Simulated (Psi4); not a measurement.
# UB3LYP/def2-TZVPP (core potential) run of InHCl (SMILES [Cl][InH])

What is the vertical doublet–quartet gap of InHCl at UB3LYP/def2-TZVPP (core potential)? 

The results are computed with Psi4 1.11.

2 further runs of the same task are left out: 2 set aside as unsound or not needed.

## Step 1: The structure to begin with

InHCl: 3 atoms, total charge 0, spin state doublet. SMILES: `[Cl][InH]`. The shape is that of a PBE0-D4/def2-TZVP optimisation.

Bond lengths: Cl1–In2 2.365 Å, In2–H3 1.773 Å. Angles: Cl1–In2–H3 115.3°.

## Step 2: The energy at UB3LYP/def2-TZVPP (core potential)

The input, job.py:

```python
import psi4

psi4.set_memory(2200000000)
psi4.set_num_threads(1)
psi4.set_output_file('output.dat', False)

mol = psi4.geometry("""
0 2
Cl    -1.649800     0.396800    -0.867400
In     0.409500     0.542400     0.286100
H      1.229400    -1.003900     0.568100
symmetry c1
""")

psi4.set_options({
    'basis': 'def2-TZVPP',
    'reference': 'uks',
    'puream': True,
    'e_convergence': 1e-09,
    'd_convergence': 1e-08,
    'scf_type': 'pk',
    'dft_radial_points': 99,
    'dft_spherical_points': 590,
    'maxiter': 100,
})

e, wfn = psi4.energy("b3lyp", molecule=mol, return_wfn=True)
print(f'b3lyp energy: {e:.10f} Eh')
```

On the command line:

```
$ python job.py
```

output.dat:

```text
[...]
    !!!  WARNING: ECP capability is in beta. Please check occupations closely.  !!!
[...]
  Running in c1 symmetry.
[...]
  Nuclear repulsion =   88.717601164286492
[...]
  Multiplicity = 2
[...]
  Nalpha       = 20
  Nbeta        = 19
[...]
    Number of basis functions: 106
[...]
   @UKS iter   1:  -650.90295401385515   -8.12185e-01   5.78394e-03 DIIS/ADIIS
[...]
   @UKS iter  13:  -651.05185975467953   -4.20641e-12   5.93913e-09 DIIS
[...]
   @S^2 Observed:                7.558536792E-01
[...]
    Orbital Energies [Eh]
    ---------------------
    Alpha Occupied:
       1A   -101.490689     2A     -9.423246     3A     -7.182197
       4A     -7.177900     5A     -7.177557     6A     -4.695280
       7A     -3.101048     8A     -3.095282     9A     -3.092374
      10A     -0.813315    11A     -0.788066    12A     -0.785435
      13A     -0.783174    14A     -0.781067    15A     -0.754109
      16A     -0.433219    17A     -0.341737    18A     -0.310442
      19A     -0.308297    20A     -0.225138
    Alpha Virtual:
      21A     -0.085152    22A     -0.019005    23A      0.031825
      24A      0.062577    25A      0.068678    26A      0.089364
[...]
  @UKS Final Energy:  -651.05185975467953
   => Energetics <=
    Nuclear Repulsion Energy =             88.7176011642864921
    One-Electron Energy =               -1148.3374256723236613
    Two-Electron Energy =                 445.2636596697337268
    DFT Exchange-Correlation Energy =     -36.6956949163759774
    Empirical Dispersion Energy =           0.0000000000000000
    VV10 Nonlocal Energy =                  0.0000000000000000
    Total Energy =                       -651.0518597546795263
[...]
 Multipole Moments:
 ------------------------------------------------------------------------------------
     Multipole            Electronic (a.u.)      Nuclear  (a.u.)        Total (a.u.)
 ------------------------------------------------------------------------------------
 L = 1.  Multiply by 2.5417464519 to convert [e a0] to [Debye]
 Dipole X            :         35.3924820          -34.3160511            1.0764309
 Dipole Y            :          4.5866493           -4.3716373            0.2150121
 Dipole Z            :          0.0000001            0.0000000            0.0000001
 Magnitude           :                                                    1.0976947
[...]
```

On the terminal:

```text
b3lyp energy: -651.0518597547 Eh
```

Wall time 17 s (1 thread of AMD EPYC 7R43 (Zen 3), shared host); peak memory 0.85 GiB.

## Step 3: The quartet: energy and forces at UB3LYP/def2-TZVPP (core potential)

The input, input.in:

```
memory 2200 MB

molecule molecule1 {
  0 4
  Cl
  In 1 2.364842
  H 2 1.772795 1 115.25343
  symmetry c1
  no_reorient
  no_com
}

set reference uks
set puream true
set e_convergence 1e-09
set d_convergence 1e-08
set scf_type pk
set dft_radial_points 99
set dft_spherical_points 590
set maxiter 100

e, wfn = gradient("b3lyp/def2-TZVPP", return_wfn=True)
oeprop(wfn, "QUADRUPOLE", "DIPOLE", "MAYER_INDICES")
```

On the command line:

```
$ psi4 -i input.in -o input.out -n 1
```

input.out, cut to the lines that bear on the results:

```text
[...]
    !!!  WARNING: ECP capability is in beta. Please check occupations closely.  !!!
[...]
  Running in c1 symmetry.
[...]
  Nuclear repulsion =   88.717606027279459
[...]
  Multiplicity = 4
[...]
  Nalpha       = 21
  Nbeta        = 18
[...]
    Number of basis functions: 106
[...]
   @UKS iter   1:  -650.64229423591007   -5.60870e-01   6.07504e-03 DIIS/ADIIS
[...]
   @UKS iter  20:  -650.86809828456830   -3.52429e-12   7.70211e-09 DIIS
[...]
   @S^2 Observed:                3.760611138E+00
[...]
  @UKS Final Energy:  -650.86809828456830
   => Energetics <=
    Nuclear Repulsion Energy =             88.7176060272794587
    One-Electron Energy =               -1147.0325169100046878
    Two-Electron Energy =                 444.0907159856273552
    DFT Exchange-Correlation Energy =     -36.6439033874704663
    Empirical Dispersion Energy =           0.0000000000000000
    VV10 Nonlocal Energy =                  0.0000000000000000
    Total Energy =                       -650.8680982845681910
[...]
  -Total Gradient:
     Atom            X                  Y                   Z
    ------   -----------------  -----------------  -----------------
       1       -0.007289499209    -0.025292427217     0.000000000532
       2        0.035154245959     0.022906788585     0.000000000399
       3       -0.027862313608     0.002385560756    -0.000000000931
[...]
 Multipole Moments:
 ------------------------------------------------------------------------------------
     Multipole            Electronic (a.u.)      Nuclear  (a.u.)        Total (a.u.)
 ------------------------------------------------------------------------------------
 L = 1.  Multiply by 2.5417464519 to convert [e a0] to [Debye]
 Dipole X            :         -2.0610455            2.2406151            0.1795696
 Dipole Y            :        -34.6488433           34.5207495           -0.1280939
 Dipole Z            :         -0.0000002            0.0000000           -0.0000002
 Magnitude           :                                                    0.2205749
 L = 2.  Multiply by 1.3450342976 to convert [e a0^2] to [Debye ang]
 Quadrupole XX       :        -35.9861303            9.0737880          -26.9123423
 Quadrupole XY       :          7.0800981           -8.1383928           -1.0582947
[...]
```

It took 35 s on 1 thread of AMD EPYC 7R43 (Zen 3), shared host; peak memory 0.85 GiB.

## Step 4: Outcome

Level: UB3LYP/def2-TZVPP (core potential).

```
                                        quantity          value
                           doublet: total energy  -651.05186 Eh
                          doublet: dipole moment         2.79 D
     doublet: HOMO energy (highest over α and β)       -6.13 eV
      doublet: LUMO energy (lowest over α and β)       -3.83 eV
                                   doublet: ⟨S²⟩          0.756
                           quartet: total energy  -650.86810 Eh
                          quartet: dipole moment         0.56 D
     quartet: HOMO energy (highest over α and β)       -3.68 eV
                                   quartet: ⟨S²⟩          3.761
               quartet: largest force on an atom     2.158 eV/Å
vertical energy of the quartet above the doublet       5.000 eV
```

What this shows: At this shape the quartet lies 5.00 eV (482 kJ/mol) above the doublet.
